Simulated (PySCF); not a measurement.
# One shape, several levels: doublet GeS−

Wanted: a comparison of 5 runs (U-revPBE/aug-cc-pVTZ, UB3LYP/aug-cc-pVTZ, UBHLYP/aug-cc-pVTZ, UPBE/aug-cc-pVTZ, USVWN5/aug-cc-pVTZ) of doublet GeS−. The job is set up through a Python script.

The calculation is run with PySCF 2.14.0.

### 1 The molecule

GeS− has 2 atoms, charge -1, and is taken as a doublet. SMILES of the parent species: `[S+]#[Ge-]`. The bond length is the one measured for the parent species. That shape belongs to the parent species and isn't relaxed for this state.

Bond lengths: S1–Ge2 2.012 Å.

### 2 The energy at U-revPBE/aug-cc-pVTZ (run 1)

run.py reads:

```python
from pyscf import gto, dft

system = gto.M(
    atom='''
S      0.000000     0.000000     0.000000
Ge     0.000000     0.000000     3.802291
''',
    max_memory=1860,
    spin=1,
    basis='aug-cc-pvtz',
    charge=-1,
    verbose=3,
    unit='bohr',
)

ks = dft.UKS(system, xc='revpbe')
ks.grids.level = 5
ks.conv_tol = 1e-10
ks.kernel()
if not ks.converged:
    ks = ks.newton().run(ks.mo_coeff, ks.mo_occ)

etot = ks.e_tot
print('Final energy', etot)
```

The run is started by

```sh
$ OMP_NUM_THREADS=1 python run.py
```

The log of the run:

```text
WARN: HOMO -0.108297343308234 >= LUMO -0.108297343308231

converged SCF energy = -2475.0745141809  <S^2> = 0.75345866  2S+1 = 2.0034557
Final energy -2475.0745141808984
```

It took 22 s on 1 thread of Arm Neoverse V1, shared host; peak memory 0.55 GiB.

### 3 The energy at UB3LYP/aug-cc-pVTZ (run 2)

input.py reads:

```python
from pyscf import gto, dft

mol = gto.M(
    atom=[
    ('S', (0.000000, 0.000000, 0.000000)),
    ('Ge', (0.000000, 0.000000, 2.012086)),
],
    charge=-1,
    basis='aug-cc-pvtz',
    spin=1,
    max_memory=1860,
    verbose=3,
)

mf = dft.UKS(mol)
mf.xc = 'b3lyp'
mf.conv_tol = 1e-10
mf.grids.level = 5
mf.kernel()
if not mf.converged:
    mf = mf.newton().run(mf.mo_coeff, mf.mo_occ)

etot = mf.e_tot
print('E = %.10f Eh' % etot)
```

The run is started by

```sh
$ OMP_NUM_THREADS=1 python input.py
```

The log of the run:

```text
WARN: HOMO -0.100305446002784 >= LUMO -0.100305446002789

converged SCF energy = -2475.37060686808  <S^2> = 0.7531207  2S+1 = 2.0031183
E = -2475.3706068681 Eh
```

It took 25 s on 1 thread of Arm Neoverse V1, shared host; peak memory 0.55 GiB.

Runs 3 to 4 aren't shown in full; the table further down has their settings and results.

### 4 A single-point energy at USVWN5/aug-cc-pVTZ (run 5)

job.py reads:

```python
from pyscf import gto, dft

molecule = gto.Mole()
molecule.atom = 'S 0.000000 0.000000 0.000000; Ge 0.000000 0.000000 2.012086'
molecule.charge = -1
molecule.basis = 'aug-cc-pvtz'
molecule.max_memory = 1860
molecule.verbose = 3
molecule.spin = 1
molecule.build()

mf = dft.UKS(molecule, xc='svwn')
mf.conv_tol = 1e-10
mf.grids.level = 5
mf.kernel()
if not mf.converged:
    mf = mf.newton().run(mf.mo_coeff, mf.mo_occ)

etot = mf.e_tot
print('E(%s) = %.9f' % ('SVWN5', etot))
```

The run is started by

```sh
$ OMP_NUM_THREADS=1 python job.py
```

The log of the run:

```text
converged SCF energy = -2470.80421355172  <S^2> = 0.75123516  2S+1 = 2.0012348
E(SVWN5) = -2470.804213552
```

It took 18 s on 1 thread of Arm Neoverse V1, shared host; peak memory 0.38 GiB.

### 5 The series

```tsv
run	level	energy (Eh)	HOMO energy (eV)	LUMO energy (eV)	⟨S²⟩	wall time
1	U-revPBE/aug-cc-pVTZ	-2475.074514	1.85	2.03	0.753	22 s
2	UB3LYP/aug-cc-pVTZ	-2475.370607	1.32	2.54	0.753	25 s
3	UBHLYP/aug-cc-pVTZ	-2475.282312	0.55	3.36	0.756	23 s
4	UPBE/aug-cc-pVTZ	-2474.823395	1.83	1.98	0.753	22 s
5	USVWN5/aug-cc-pVTZ	-2470.804214	1.81	1.82	0.751	18 s
```

### 6 Results

```
                                 quantity           value
                      run 5: total energy  -2470.80421 Eh
run 5: HOMO energy (highest over α and β)         1.81 eV
 run 5: LUMO energy (lowest over α and β)         1.82 eV
                              run 5: ⟨S²⟩           0.751
```

What this shows: Totals of different functionals can't be ranked against each other. In runs 1, 2, 3, 4, 5 the HOMO lies above zero, so the outermost electron may be held by the basis alone. All runs together took 1.8 min, the longest 25 s.
